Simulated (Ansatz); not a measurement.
# Li14Ta17O48: the cost of one run

Method: DFT PBE, scalar-relativistic, plane waves, PAW, in Ansatz 0.2.0.

## (1) Starting point

It takes space group R3 (No. 146, trigonal). Conventional cell: a = 10.308 Å, b = 10.308 Å, c = 27.566 Å, α = 90.00°, β = 90.00°, γ = 120.00°. Ta (site symmetry 3) is surrounded by 6 O at 2.04 to 2.31 Å. Li (site symmetry 1) has 6 O at 2.04 to 2.31 Å as nearest neighbours. Li (site symmetry 3) has 6 O at 2.04 to 2.31 Å as nearest neighbours. Ta (site symmetry 3) has 6 O at 1.91 to 2.07 Å as nearest neighbours. Only part of the 31 independent sites is listed.

The input asks for a charge of +3 e on the cell.

As a file:

```cif
data_structure
_symmetry_space_group_name_H-M 'R3:H'
_symmetry_Int_Tables_number 146
_cell_length_a 10.3080
_cell_length_b 10.3080
_cell_length_c 27.5660
_cell_angle_alpha 90.000
_cell_angle_beta 90.000
_cell_angle_gamma 120.000
_cell_volume 2536.61
loop_
_atom_site_label
_atom_site_type_symbol
_atom_site_symmetry_multiplicity
_atom_site_Wyckoff_symbol
_atom_site_fract_x
_atom_site_fract_y
_atom_site_fract_z
_atom_site_occupancy
Ta1 Ta 3 a 0.00000 0.00000 0.14040 1
Li1 Li 9 b 0.83333 0.66667 0.30707 1
Li2 Li 9 b 0.00000 0.50000 0.14040 1
Li3 Li 3 a 0.33333 0.66667 0.30707 1
Li4 Li 9 b 0.16667 0.33333 0.22373 1
Li5 Li 9 b 0.33333 0.16667 0.05707 1
Li6 Li 3 a 0.66667 0.33333 0.22373 1
Ta2 Ta 3 a 0.00000 0.00000 0.00045 1
Ta3 Ta 9 b 0.83333 0.66667 0.16712 1
Ta4 Ta 9 b 0.00000 0.50000 0.00045 1
Ta5 Ta 3 a 0.33333 0.66667 0.16712 1
Ta6 Ta 3 a 0.00000 0.00000 0.25045 1
Ta7 Ta 9 b 0.16667 0.33333 0.08378 1
Ta8 Ta 9 b 0.00000 0.50000 0.25045 1
Ta9 Ta 3 a 0.66667 0.33333 0.08378 1
O1 O 9 b 0.85807 0.83835 0.20157 1
O2 O 9 b 0.02474 0.17169 0.03490 1
O3 O 9 b 0.02474 0.67168 0.03490 1
O4 O 9 b 0.85807 0.33835 0.20157 1
O5 O 9 b 0.52474 0.67169 0.03490 1
O6 O 9 b 0.35807 0.33835 0.20157 1
O7 O 9 b 0.35807 0.83835 0.20157 1
O8 O 9 b 0.52474 0.17168 0.03490 1
O9 O 9 b 0.82831 0.97527 0.28490 1
O10 O 9 b 0.99498 0.30860 0.11823 1
O11 O 9 b 0.99498 0.80860 0.11823 1
O12 O 9 b 0.82831 0.47526 0.28490 1
O13 O 9 b 0.49498 0.80860 0.11823 1
O14 O 9 b 0.32832 0.47526 0.28490 1
O15 O 9 b 0.32832 0.97526 0.28490 1
O16 O 9 b 0.49498 0.30860 0.11823 1
```

The structure rests on a cell from the Crystallography Open Database, changed: 1 atom is removed.

## (2) Relaxing the atoms: Li14Ta17O48 defect cell, no spin, charge +3

The input, input.yaml:

```yaml
crystal:
  lattice:
    - [5.154, 2.9756632874, 9.1886666666]
    - [-5.154, 2.9756632874, 9.1886666666]
    - [0.0, -5.9513265748, 9.1886666666]
  atoms:
    - { symbol: Ta, position: [0.1404, 0.1404, 0.1404] }
    - { symbol: Li, position: [0.1404, 0.1404, 0.6404] }
    - { symbol: Li, position: [0.1404, 0.6404, 0.1404] }
    - { symbol: Li, position: [0.1404, 0.6404, 0.6404] }
    - { symbol: Li, position: [0.6404, 0.1404, 0.1404] }
    - { symbol: Li, position: [0.6404, 0.1404, 0.6404] }
    - { symbol: Li, position: [0.6404, 0.6404, 0.1404] }
    - { symbol: Li, position: [0.6404, 0.6404, 0.6404] }
    - { symbol: Li, position: [0.3904, 0.3904, 0.8904] }
    - { symbol: Li, position: [0.3904, 0.8904, 0.3904] }
    - { symbol: Li, position: [0.3904, 0.8904, 0.8904] }
    - { symbol: Li, position: [0.8904, 0.3904, 0.3904] }
    - { symbol: Li, position: [0.8904, 0.3904, 0.8904] }
    - { symbol: Li, position: [0.8904, 0.8904, 0.3904] }
    - { symbol: Li, position: [0.8904, 0.8904, 0.8904] }
    - { symbol: Ta, position: [0.00045, 0.00045, 0.00045] }
    - { symbol: Ta, position: [0.00045, 0.00045, 0.50045] }
    - { symbol: Ta, position: [0.00045, 0.50045, 0.00045] }
    - { symbol: Ta, position: [0.00045, 0.50045, 0.50045] }
    - { symbol: Ta, position: [0.50045, 0.00045, 0.00045] }
    - { symbol: Ta, position: [0.50045, 0.00045, 0.50045] }
    - { symbol: Ta, position: [0.50045, 0.50045, 0.00045] }
    - { symbol: Ta, position: [0.50045, 0.50045, 0.50045] }
    - { symbol: Ta, position: [0.25045, 0.25045, 0.25045] }
    - { symbol: Ta, position: [0.25045, 0.25045, 0.75045] }
    - { symbol: Ta, position: [0.25045, 0.75045, 0.25045] }
    - { symbol: Ta, position: [0.25045, 0.75045, 0.75045] }
    - { symbol: Ta, position: [0.75045, 0.25045, 0.25045] }
    - { symbol: Ta, position: [0.75045, 0.25045, 0.75045] }
    - { symbol: Ta, position: [0.75045, 0.75045, 0.25045] }
    - { symbol: Ta, position: [0.75045, 0.75045, 0.75045] }
    - { symbol: O, position: [0.059635, 0.18185, 0.363215] }
    - { symbol: O, position: [0.059635, 0.18185, 0.863215] }
    - { symbol: O, position: [0.059635, 0.68185, 0.363215] }
    - { symbol: O, position: [0.059635, 0.68185, 0.863215] }
    - { symbol: O, position: [0.559635, 0.18185, 0.363215] }
    - { symbol: O, position: [0.559635, 0.18185, 0.863215] }
    - { symbol: O, position: [0.559635, 0.68185, 0.363215] }
    - { symbol: O, position: [0.559635, 0.68185, 0.863215] }
    - { symbol: O, position: [0.363215, 0.059635, 0.18185] }
    - { symbol: O, position: [0.363215, 0.059635, 0.68185] }
    - { symbol: O, position: [0.363215, 0.559635, 0.18185] }
    - { symbol: O, position: [0.363215, 0.559635, 0.68185] }
    - { symbol: O, position: [0.863215, 0.059635, 0.18185] }
    - { symbol: O, position: [0.863215, 0.059635, 0.68185] }
    - { symbol: O, position: [0.863215, 0.559635, 0.18185] }
    - { symbol: O, position: [0.863215, 0.559635, 0.68185] }
    - { symbol: O, position: [0.18185, 0.363215, 0.059635] }
    - { symbol: O, position: [0.18185, 0.363215, 0.559635] }
    - { symbol: O, position: [0.18185, 0.863215, 0.059635] }
    - { symbol: O, position: [0.18185, 0.863215, 0.559635] }
    - { symbol: O, position: [0.68185, 0.363215, 0.059635] }
    - { symbol: O, position: [0.68185, 0.363215, 0.559635] }
    - { symbol: O, position: [0.68185, 0.863215, 0.059635] }
    - { symbol: O, position: [0.68185, 0.863215, 0.559635] }
    - { symbol: O, position: [0.113215, 0.43185, 0.309635] }
    - { symbol: O, position: [0.113215, 0.43185, 0.809635] }
    - { symbol: O, position: [0.113215, 0.93185, 0.309635] }
    - { symbol: O, position: [0.113215, 0.93185, 0.809635] }
    - { symbol: O, position: [0.613215, 0.43185, 0.309635] }
    - { symbol: O, position: [0.613215, 0.43185, 0.809635] }
    - { symbol: O, position: [0.613215, 0.93185, 0.309635] }
    - { symbol: O, position: [0.613215, 0.93185, 0.809635] }
    - { symbol: O, position: [0.43185, 0.309635, 0.113215] }
    - { symbol: O, position: [0.43185, 0.309635, 0.613215] }
    - { symbol: O, position: [0.43185, 0.809635, 0.113215] }
    - { symbol: O, position: [0.43185, 0.809635, 0.613215] }
    - { symbol: O, position: [0.93185, 0.309635, 0.113215] }
    - { symbol: O, position: [0.93185, 0.309635, 0.613215] }
    - { symbol: O, position: [0.93185, 0.809635, 0.113215] }
    - { symbol: O, position: [0.93185, 0.809635, 0.613215] }
    - { symbol: O, position: [0.309635, 0.113215, 0.43185] }
    - { symbol: O, position: [0.309635, 0.113215, 0.93185] }
    - { symbol: O, position: [0.309635, 0.613215, 0.43185] }
    - { symbol: O, position: [0.309635, 0.613215, 0.93185] }
    - { symbol: O, position: [0.809635, 0.113215, 0.43185] }
    - { symbol: O, position: [0.809635, 0.113215, 0.93185] }
    - { symbol: O, position: [0.809635, 0.613215, 0.43185] }
    - { symbol: O, position: [0.809635, 0.613215, 0.93185] }
total_charge: 3
scf:
  occupations: { method: gaussian, width: 0.02 }
output:
  forces: true
  stress: false
  eigenvalues: true
hamiltonian:
  xc: pbe
kpoints:
  mp_grid: { grid: [1, 1, 1] }
relax:
  f_tol: 0.02
  adjacent_minimum: "off"
```

Command:

```console
ansatz run input.yaml --threads 8 --pin off --max-ram 16384MiB --backend cpu --events-out ev --progress --plain --runs-dir out
```

Q: Estimate wall time and peak memory on 8 threads of Arm Neoverse V1, shared host.

About 58 s, with a peak of 1.3 GiB.
